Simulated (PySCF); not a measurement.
Runs of PySCF 2.14.0 on FSiGeH5. The cell holds a molecule in a box, 8 atoms: a = 13.000 Å, b = 13.000 Å, c = 14.000 Å, α = 90.00°, β = 90.00°, γ = 90.00°. 

```csv
task,level,conv_tol,frozen core bands,exxdiv,three-body dispersion term,gap on the mesh (eV)
atomic charges,N12,1e-07 Ha,-,-,-,6.13
atomic charges,B3LYP5+D3(BJM),1e-07 Ha,-,ewald,no,(a)
excitation energies (Tamm-Dancoff),PBE0,1e-08 Ha,15,ewald,-,8.13
atomic charges,B3PW91+D3(BJ),1e-07 Ha,-,ewald,no,7.78
```

Alike in all rows: potentials or basis def2-svp (all-electron); no spin polarisation; cell as given; k mesh 1 × 1 × 1; smearing fixed.

**Question.** Fill in the values left out.

**Answer.** (a) 7.73.

Caveats: this is a molecule in a periodic box at the Γ point, so its band gap is the HOMO-LUMO gap; relativity is left out, which matters for the heavier elements; the basis of atomic orbitals isn't converged, which shifts pressures, moduli and gaps; the basis is small and the box finite, so much correlation energy is missing and levels can be off by tenths of an eV (some runs); the iterative solver can pass over a root and still report convergence (some runs).

A k mesh can miss the band edges, and the runs leave out spin-orbit coupling on Ge.

Runs at the PBE level aren't shown here.
